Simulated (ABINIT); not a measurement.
The system is ScF3.

```
Sc F
1.0
     4.01245    0.00000    0.00000
     0.00000    4.01245    0.00000
     0.00000    0.00000    4.01245
Sc F
1 3
Direct
  0.00000 0.00000 0.00000
  0.00000 0.00000 0.50000
  0.00000 0.50000 0.00000
  0.50000 0.00000 0.00000
```

Base run:

- Program: ABINIT 10.8.3 (patched build)
- Functional: PBEsol
- Potentials or basis: PseudoDojo NC SR PBEsol v0.4.1 standard
- Cutoff: 1143 eV
- k mesh: 5 × 5 × 5
- Occupations: fermi-dirac, width 0.05 eV
- Spin: no spin polarisation

Its results: band gap on the k mesh 6.37 eV, indirect (least direct gap 6.86 eV); pressure 0.3 GPa.

Problem. The run is repeated on the same cell with these changes: cutoff from 1143 eV to 980 eV. What comes out?

Solution. Band gap on the k mesh 6.37 eV, indirect (least direct gap 6.86 eV); pressure -0.9 GPa.

Caveats: an odd mesh through Γ misses points on the zone boundary, where band edges often lie.

Not every run made on this cell is shown here.
